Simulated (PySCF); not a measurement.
# BiCl5 (Bi(Cl)5): the cost of one run

Method: PBE, Bi def2-SVP with ECP60, Cl def2-SVP; scalar-relativistic core potentials, no spin–orbit coupling; program: PySCF 2.14.0.

3 further runs of the same task are left out: 2 for a known fault of the program, 1 that didn't finish.

### 1 The starting structure

6 atoms, charge 0, spin multiplicity 1.

Bond lengths: Bi1–Cl2 2.453 Å, Bi1–Cl3 2.498 Å, Bi1–Cl4 2.498 Å, Bi1–Cl5 2.498 Å, Bi1–Cl6 2.498 Å. Angles: Cl2–Bi1–Cl3 102.1°, Cl2–Bi1–Cl4 102.1°, Cl2–Bi1–Cl5 102.1°, Cl2–Bi1–Cl6 102.1°, Cl3–Bi1–Cl4 87.5°, Cl3–Bi1–Cl5 155.8°, Cl3–Bi1–Cl6 87.5°, Cl4–Bi1–Cl5 87.5°, Cl4–Bi1–Cl6 155.8°, Cl5–Bi1–Cl6 87.5°.

As a file:

```
Bi    0.00000    0.00000   -0.04272
Cl    0.00000    0.00000    2.41077
Cl    2.44243    0.00000   -0.56646
Cl    0.00000    2.44243   -0.56646
Cl   -2.44243    0.00000   -0.56646
Cl    0.00000   -2.44243   -0.56646
```

Formal oxidation states: Bi +5. An earlier session relaxed this geometry at PBE, Bi def2-SVP with ECP60, Cl def2-SVP (singlet, point group C4v).

Its energy there is -2514.067516 Eh.

### 2 Multiplicity 3 at the relaxed geometry

Input file run.py (the lines that set the calculation):

```python
mol = gto.M(atom='''
Bi     0.00000     0.00000    -0.04272
Cl     0.00000     0.00000     2.41077
Cl     2.44243     0.00000    -0.56646
Cl     0.00000     2.44243    -0.56646
Cl    -2.44243     0.00000    -0.56646
Cl     0.00000    -2.44243    -0.56646''',
    basis={'Bi': 'def2-SVP', 'Cl': 'def2-SVP'},
    ecp={'Bi': 'def2-SVP'},
    charge=0, spin=2)
mf = dft.UKS(mol, xc='PBE')
mf.grids.atom_grid = (50, 194)
mf = mf.density_fit()  # fitting sets: Bi def2-universal-JKFIT, Cl def2-universal-JKFIT
mf.conv_tol = 1e-08; mf.max_cycle = 55
mf.kernel(dm0)  # dm0: free metal ions and neutral atoms
```

Started as:

```console
> OMP_NUM_THREADS=2 python run.py
```

**Question.** How long does this run take on 2 threads of Arm Neoverse V1, shared host?

About 6.2 s.
